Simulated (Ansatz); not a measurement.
## Te₂Mo, space group P-6m2: a relaxation of cell and ions, step by step

With Ansatz 0.2.0 through its Python package.

The cells in order, each with its output:

In [1]:
```python
from pathlib import Path

import ansatz as az
from ase.data import atomic_numbers
from ase.io.cube import read_cube_data
from ase.units import Bohr
import numpy as np
from pymatgen.core import Structure
from pymatgen.symmetry.analyzer import SpacegroupAnalyzer
import spglib
```

In [2]:
```python
def edges_and_angles(cell):
    cell = np.asarray(cell)
    a, b, c = np.linalg.norm(cell, axis=1)
    cosines = cell[1] @ cell[2] / (b * c), cell[0] @ cell[2] / (a * c), cell[0] @ cell[1] / (a * b)
    return (a, b, c, *np.degrees(np.arccos(cosines)))
```

In [3]:
```python
system = (
    az.Lattice.from_parameters(3.562419, 3.562419, 31.563266, alpha=90, beta=90, gamma=120)
    .space_group(187)
    .atom('Te', [0.0, 0.0, 0.943238])
    .atom('Te', [1 / 3, 2 / 3, 0.711014])
    .atom('Te', [1 / 3, 2 / 3, 0.175596])
    .atom('Mo', [0.0, 0.0, 0.767694])
    .atom('Mo', [1 / 3, 2 / 3, 0.0])
)
```

In [4]:
```python
system.resolved().tree()['lattice']
```
Out [4]:
```text
((3.562419, 0.0, 0.0), (-1.781209499999999, 3.085145352924356, 0.0),
 (1.932692633876824e-15, 3.3475218372887727e-15, 31.563266))
```

In [5]:
```python
job = (
    system.calculation()
    .functional('lda')
    .basis(380, density_ratio=4)
    .kpoints(spacing=0.38)
    .occupations(az.OccupationsMethod.GAUSSIAN, width=0.2)
    .mixing('anderson')
    .scf(self_checks='low')
    .relax(force_tolerance=0.1, max_steps=100, density_extrapolation='transplant', cell=True)
    .density()
    .output_files(volumetric_format='cube')
)
steps = []
```

In [6]:
```python
def follow(event):
    if event['event'] != 'relax_step':
        return
    row = event['data']
    steps.append(row)
    print(f'step {row["step"]:3d}  E = {row["lagrangian_ev"]:.5f} eV  largest force component = {row["allowed_force_max_ev_ang"]:.4f} eV/A  P = {row["pressure_gpa"]:.3f} GPa')
```

In [7]:
```python
out = job.session().plan(threads=1).execute(on_event=follow)
data = out.report
```
```text
DeckWarning: basis.ecutwfc = 380 eV is below the records' recommended 420 eV, and the density's cutoff is lower with it unless basis.ecutrho_ratio is high enough to keep the records' density cutoff: compare with a run at a higher cutoff
DeckWarning: basis.ecutrho_ratio = 4 (ecutrho = 1520 eV) is below the records' recommended 1680 eV
step   1  E = -55493.95389 eV  largest force component = 0.4187 eV/A  P = -3.119 GPa
step   2  E = -55493.95169 eV  largest force component = 0.8732 eV/A  P = 4.284 GPa
step   3  E = -55494.18741 eV  largest force component = 0.0826 eV/A  P = -0.672 GPa
step   4  E = -55494.21784 eV  largest force component = 0.0497 eV/A  P = 0.120 GPa
step   5  E = -55494.22278 eV  largest force component = 0.0391 eV/A  P = 0.114 GPa
step   6  E = -55494.22331 eV  largest force component = 0.0014 eV/A  P = 0.001 GPa
step   7  E = -55494.21820 eV  largest force component = 0.0016 eV/A  P = -0.004 GPa
```

In [8]:
```python
data['converged'], data['free_energy_ev']
```
Out [8]:
```text
(True, -55494.21819618066)
```

In [9]:
```python
first, last = steps[0], steps[-1]
symbols = [site.symbol for site in out.lattice.sites]
print(f'energy gained {first["lagrangian_ev"] - last["lagrangian_ev"]:.4f} eV in {len(steps) - 1} steps')
for label, vectors in (('before', first['cell_ang']), ('after', out.lattice.cell_ang)):
    print(label, 'a b c (A) {:.4f} {:.4f} {:.4f}  angles {:.2f} {:.2f} {:.2f}'.format(*edges_and_angles(vectors)), f' V = {abs(np.linalg.det(vectors)):.3f} A^3')
print('final stress xx yy zz (GPa, compression positive):', np.round(np.diag(data['stress_gpa']), 3) + 0.0)
```
```text
energy gained 0.2643 eV in 6 steps
before a b c (A) 3.5624 3.5624 31.5633  angles 90.00 90.00 120.00  V = 346.899 A^3
after a b c (A) 3.4711 3.4711 30.1957  angles 90.00 90.00 120.00  V = 315.080 A^3
final stress xx yy zz (GPa, compression positive): [-0.001 -0.001 -0.009]
```

In [10]:
```python
fractions = [site.position_frac for site in out.lattice.sites]
numbers = [atomic_numbers[s] for s in symbols]
for tolerance in (1e-3, 1e-2, 1e-1):
    print(f'space group at {tolerance} A:', spglib.get_spacegroup((out.lattice.cell_ang, fractions, numbers), symprec=tolerance))
```
```text
space group at 0.001 A: P-6m2 (187)
space group at 0.01 A: P-6m2 (187)
space group at 0.1 A: P-6m2 (187)
```

In [11]:
```python
print('relaxed fractional positions')
for site in out.lattice.sites:
    print(f'  {site.symbol:2s}', ' '.join(f'{v % 1:8.5f}' for v in np.round(site.position_frac, 5)))
```
```text
relaxed fractional positions
  Te  0.00000  0.00000  0.94050
  Te  0.00000  0.00000  0.05950
  Te  0.33333  0.66667  0.71293
  Te  0.33333  0.66667  0.28707
  Te  0.33333  0.66667  0.16818
  Te  0.33333  0.66667  0.83182
  Mo  0.00000  0.00000  0.77228
  Mo  0.00000  0.00000  0.22772
  Mo  0.33333  0.66667  0.00000
```

In [12]:
```python
energy = data['free_energy_ev']
print('Te2Mo: {:.6f} eV = {:.6f} Ry = {:.6f} Ha'.format(energy, energy / 13.605693, energy / 27.211386))
print('Fermi level {:.4f} eV, {} k-points, {} symmetry operations'.format(data['fermi_energy_ev'], data['n_kpoints'], data['n_symmetry_ops']))
```
```text
Te2Mo: -55494.218196 eV = -4078.749844 Ry = -2039.374922 Ha
Fermi level 7.6617 eV, 7 k-points, 12 symmetry operations
```

In [13]:
```python
final = Structure(out.lattice.cell_ang, [s.symbol for s in out.lattice.sites], [s.position_frac for s in out.lattice.sites])
analyser = SpacegroupAnalyzer(final, symprec=0.01)
standard = analyser.get_conventional_standard_structure()
print(analyser.get_crystal_system(), analyser.get_space_group_symbol(), len(standard), 'atoms in the conventional cell')
print('a b c (A):', [round(x, 4) for x in standard.lattice.abc], ' angles:', [round(x, 2) for x in standard.lattice.angles])
print(f'mass density {float(final.density):.3f} g/cm^3')

folder = Path(out.write_results('cubes'))
print('\n'.join((folder / 'rho.cube').read_text().splitlines()[: 6 + 6]))
values, cube_atoms = read_cube_data(str(folder / 'rho.cube'))
print('electrons from the file:', round(values.mean() * cube_atoms.get_volume() / Bohr ** 3, 3))
```
```text
hexagonal P-6m2 9 atoms in the conventional cell
a b c (A): [3.4711, 3.4711, 30.1957]  angles: [90.0, 90.0, 120.0]
mass density 5.552 g/cm^3
ansatz rho
values in e/bohr^3 (x slowest, z fastest)
    9    0.000000    0.000000    0.000000
   24    0.273313   -0.000000    0.000000
   24   -0.136657    0.236696   -0.000000
  192    0.000000    0.000000    0.297196
   52   52.000000    0.000000    0.000000   53.666196
   52   52.000000    0.000000    0.000000    3.395373
   52   52.000000    0.000000    3.787138   40.680729
   52   52.000000    0.000000    3.787138   16.380841
   52   52.000000    0.000000    3.787138    9.596381
   52   52.000000    0.000000    3.787138   47.465189
electrons from the file: 138.0
```

The settings weren't tested for convergence. The cutoff lies under the one recommended for these potentials. No spin polarisation was allowed. The cell holds layers, chains or clusters in vacuum, no bulk phase; its stress is averaged over the vacuum too and scales with the cell's height. Under the recommended cutoff a pressure can be off by several GPa, even in sign. The zero of the levels is a convention of the potentials, so an absolute Fermi energy is no work function. Energies along a relaxation are free energies. Rows at an unchanged volume are solved on a plane-wave basis chosen afresh for that cell, so the energy jumps there and such rows are no steps of the walk. The structure is layered, and without a dispersion term the spacing of the layers is poorly determined. An opening on this mesh may only mean that it misses a point where bands touch. Grid values close to the nuclei reflect the PAW or pseudopotential construction, not the all-electron fields. The structure comes from a database of computed cells and needn't be a stable or known phase. Warnings are shown shortened and without file and line. It ran for 83 s on 1 thread of Arm Neoverse V2, on a shared host, peak memory 0.63 GiB.

(Lines on the test bed's own set-up are left out of the output.)
